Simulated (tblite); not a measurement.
# C7H10FGaO: the cost of one run

Computed with tblite 0.8.0 and PySCF 2.14.0, with density-fitted response routines of our own, on a single molecule in the gas phase. Atoms count from 0, in the outputs and in this text.

### 1 Starting geometry

20 atoms, charge 0, multiplicity 1; geometry from: force field or distance geometry start.

Bonds of the start (Å): C0–C1 1.32, C1–O2 1.43, O2–C3 1.39, C3–F4 1.35, C3–C5 1.33, C5–Ga6 1.90, C1–C7 1.48, C7–C8 1.52, C8–C9 1.50, C9–C7 1.49, C0–H10 1.07, C0–H11 1.10, C5–H12 1.09, Ga6–H13 1.61, Ga6–H14 1.60, C7–H15 1.09, C8–H16 1.13, C8–H17 1.11, C9–H18 1.10, C9–H19 1.12.

### 2 Relaxing the molecule with GFN2-xTB

What the job is given:

```
{"job": {"kind": "relax", "xc": "GFN2-xTB", "basis": "xTB"}, "charge": 0, "multiplicity": 1}
C     -0.766900    -1.699000    -1.796400
C     -0.837900    -0.821800    -0.806100
O      0.218800    -0.925200     0.149700
C      1.487900    -0.450100    -0.152600
F      1.909900    -0.657800    -1.421400
C      2.249900     0.139300     0.759700
Ga     3.925600     0.645700     0.030500
C     -1.902800     0.190900    -0.653500
C     -1.628900     1.157600     0.491800
C     -2.810800     0.227700     0.533500
H      0.021700    -2.423800    -1.867400
H     -1.576700    -1.651900    -2.545700
H      1.879400     0.279900     1.779300
H      5.167600    -0.100000     0.730000
H      4.163800     2.188300     0.402000
H     -2.316000     0.582000    -1.587300
H     -1.803300     2.240600     0.238100
H     -0.797500     0.891700     1.178600
H     -2.796100    -0.544100     1.323700
H     -3.793000     0.740600     0.391200
```

On the command line:

```console
OMP_NUM_THREADS=1 python probes_run.py task.json out
```

One launch serves the whole session: the jobs run in the order shown.

**Question.** How long does this first job take on 1 thread of Arm Neoverse N1, shared host, and how much memory does it need?

About 3.9 s, with a peak of 0.18 GiB.
